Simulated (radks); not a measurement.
# V³⁺ in [Ar] 3d2: an all-electron calculation

One table from this session's results is given with a row withheld; the runs are named, their logs left out.

Program: radks (a radial shooting solver on a logarithmic mesh, Libxc functionals) version 1. Level of theory: scalar-relativistic Kohn-Sham, LDA (Slater exchange, Perdew-Wang correlation), spin-polarised, spherical densities, point nucleus; open shells are filled with parallel spins first. These are calculated values, not measurements, unless marked.

## The atom as given

```
element       : vanadium (Z = 23)
charge        : +3
electrons     : 20
configuration : [Ar] 3d2
```

The outer shells:

V³⁺
```
[Ar] core
3d [↑ ][↑ ][  ][  ][  ]
```

Set-up of the first run:

Input:

```text
Z 23
configuration [Ar] 3d2 4s0 4p0
relativity scalar-relativistic
functional lda,pw
spin polarised
nucleus point
c 137.035999084
```

One table of the session follows, with a row left open; its other results are not shown here.

It belongs to the step «Shells». From the orbitals of this run (lengths in bohr):

| level | <r> | outermost maximum (interpolated) | 90 % within | nodes |
| --- | --- | --- | --- | --- |
| 1s down | 0.06657 | 0.0436 | 0.119 | 0 |
| 1s up | 0.06657 | 0.0436 | 0.119 | 0 |
| 2s up | 0.3092 | 0.256 | 0.480 | 1 |
| 2s down | 0.3089 | 0.256 | 0.480 | 1 |
| 2p up | 0.2746 | 0.208 | 0.451 | 0 |
| 2p down | 0.2743 | 0.208 | 0.451 | 0 |
| 3s up | 0.9381 | 0.816 | 1.40 | 2 |
| 3s down | 0.9399 | 0.817 | 1.40 | 2 |
| 3p up | ? | ? | ? | ? |
| 3p down | 0.9963 | 0.838 | 1.53 | 1 |
| 3d up | 1.168 | 0.846 | 1.94 | 0 |
| 3d down | 1.186 | 0.851 | 1.97 | 0 |
| 4s up | 2.472 | 2.24 | 3.57 | 3 |
| 4s down | 2.517 | 2.27 | 3.64 | 3 |
| 4p up | 2.800 | 2.53 | 4.08 | 2 |
| 4p down | 2.866 | 2.58 | 4.18 | 2 |

**Question.** Estimate the row for 3p up.

**Answer.** <r>: 0.9931; outermost maximum (interpolated): 0.837; 90 % within: 1.52; nodes: 1. In the column «<r>» it lies between 3s down (0.9399) and 3p down (0.9963).

Caveats from the session: Open shells are spherical and high-spin; term and fine-structure splittings are not resolved.
